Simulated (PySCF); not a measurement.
# C2H6Se2 (dimethyl diselenide): the cost of one run

Computed with PySCF 2.14.0 and routines of our own; the level stands in each step. Atoms count from 0.

### Step 1. The system as given

10 atoms, charge 0, multiplicity 1; geometry from: GFN2-xTB.

### Step 2. Geometry optimisation at PBE0-D3(BJ)/def2-SVP

What the job is given:

```
{"job": {"xc": "PBE0", "basis": "def2-SVP", "d3": "d3bj", "grid": 1, "maxiter": 30, "shake": 0.01, "kind": "geom"}, "charge": 0, "multiplicity": 1}
C      2.051780    -0.027970     0.116830
Se     0.746370     1.489170    -0.001200
Se    -1.116280     0.533090     0.950840
C     -1.959190    -0.210710    -0.633960
H      2.998030     0.377060    -0.197030
H      1.719000    -0.794010    -0.561340
H      2.079400    -0.362170     1.137640
H     -2.075320     0.572400    -1.384740
H     -1.417930    -1.042380    -1.000130
H     -2.975420    -0.555400    -0.300800
```

Launch:

```console
$ OMP_NUM_THREADS=2 python heavy_run.py task.json out
```

The driver reads the jobs from task.json and runs them one after another.

**Question.** How long does this first job take on 2 threads of Arm Neoverse V1, shared host, and how much memory does it need?

About 38 s, with a peak of 0.51 GiB.
